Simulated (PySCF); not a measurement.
Molecule: O3BH3, in a box.

```
O B H
1.0
    12.00000    0.00000    0.00000
     0.00000   12.00000    0.00000
     0.00000    0.00000   13.00000
O B H
3 1 3
Cartesian
  4.9986 6.7784 7.0300
  6.6095 5.5065 8.1082
  6.7090 5.5945 5.7627
  6.0961 5.9690 6.9368
  4.6509 7.0944 6.1966
  7.3751 4.9476 7.9626
  6.3188 5.9401 4.9598
```

Base run:

```yaml
Program: PySCF 2.14.0
Functional: M06-2X
Potentials_or_basis: def2-svp (all-electron)
k_mesh: 1 × 1 × 1
Occupations: fixed
Spin: no spin polarisation
```

Its results: gap between the frontier levels 12.20 eV.

**Question.** After a change of settings the same cell gave: gap between the frontier levels 12.61 eV. Which change was it?
A. functional from M06-2X to M06-L; dispersion from none to D3
B. functional from M06-2X to PBE50
C. functional from M06-2X to TPSSh; dispersion from none to D3

**Answer.** B.

Caveats: this is a molecule in a periodic box at the Γ point, so its band gap is the HOMO-LUMO gap; the basis of atomic orbitals isn't converged, which shifts pressures, moduli and gaps.

Runs at the PBE level aren't shown here.
